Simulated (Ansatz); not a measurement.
# MgCd3Te2: what a guessed cell relaxes into

Where does this trial cell of MgCd3Te2 go when cell and atoms are let free?

Method: DFT PBE, scalar-relativistic, plane waves, PAW, in Ansatz 0.2.0.

### Step 1. The structure to begin with

Symmetry: P6/mmm, No. 191, hexagonal system. Conventional cell: a = 6.506 Å, b = 6.506 Å, c = 3.882 Å, α = 90.00°, β = 90.00°, γ = 120.00°. Mg (site symmetry 6/mmm) has 6 Te at 3.76 Å and 12 Cd at 3.79 Å and 2 Mg at 3.88 Å in its first shell of neighbours. Cd (site symmetry mmm) has 4 Te at 2.70 Å in its first shell of neighbours. Te (site symmetry -6m2) is surrounded by 6 Cd at 2.70 Å and 3 Mg at 3.76 Å.

Coordinates:

```cif
data_structure
_symmetry_space_group_name_H-M 'P6/mmm'
_symmetry_Int_Tables_number 191
_cell_length_a 6.5060
_cell_length_b 6.5060
_cell_length_c 3.8825
_cell_angle_alpha 90.000
_cell_angle_beta 90.000
_cell_angle_gamma 120.000
_cell_volume 142.32
loop_
_atom_site_label
_atom_site_type_symbol
_atom_site_symmetry_multiplicity
_atom_site_Wyckoff_symbol
_atom_site_fract_x
_atom_site_fract_y
_atom_site_fract_z
_atom_site_occupancy
Mg1 Mg 1 a 0.00000 0.00000 0.00000 1
Cd1 Cd 3 g 0.50000 0.00000 0.50000 1
Te1 Te 2 c 0.33333 0.66667 0.00000 1
```

Recipe of the guess: species swapped into a database cell of GdCo3B2 (P6/mmm, No. 191), with Mg on the Gd sites, Cd on the Co sites and Te on the B sites. Its size is a rough estimate.

### Step 2. The guess as it stands, on a coarse mesh

Input file input.yaml:

```yaml
crystal:
  lattice:
    - [6.5059794, 0.0, 0.0]
    - [-3.2529897, 5.63434344, 0.0]
    - [0.0, 0.0, 3.88249766]
  atoms:
    - { symbol: Mg, position: [0.0, 0.0, 0.0] }
    - { symbol: Cd, position: [0.5, 0.0, 0.5] }
    - { symbol: Cd, position: [0.5, 0.5, 0.5] }
    - { symbol: Cd, position: [0.0, 0.5, 0.5] }
    - { symbol: Te, position: [0.33333333, 0.66666667, 0.0] }
    - { symbol: Te, position: [0.66666667, 0.33333333, 0.0] }
basis:
  ecutwfc: 420
kpoints:
  mp_grid: { grid: [3, 3, 4] }
hamiltonian:
  xc: pbe
scf:
  occupations: { method: gaussian, width: 0.1 }
  lower_state_search: "off"
output:
  forces: true
  stress: true
  eigenvalues: true
```

Started as:

```
$ ansatz run input.yaml --threads 1 --pin off --max-ram 2560MiB --backend cpu --events-out ev --progress --plain --runs-dir out
```

Further runs follow: rough relaxation on the coarse mesh; final relaxation; second relaxation, mesh chosen anew.

Q: Predict the outcome of this session. Wanted: conventional cell; volume; energy over the elements; gap on the mesh.

The runs gave:

| quantity | value |
| --- | --- |
| symmetry at the end (tolerance 0.05 Å) | space group P6/mmm (No. 191) |
| conventional cell | a = 7.484 Å, b = 7.484 Å, c = 4.227 Å, α = 90.00°, β = 90.00°, γ = 120.00° |
| volume | 34.17 Å³/atom |
| energy over the elements | +0.10 eV/atom |
| gap on the mesh | none (metal) |

In words: The space group P6/mmm (No. 191) is kept, and the volume per atom grows by 44.1 % from the first guess. The formation energy is positive, so the separate elements lie lower. No finished test with a distortion of lower symmetry is shown, so the end may be a saddle point. The runs treat Te without spin-orbit coupling.
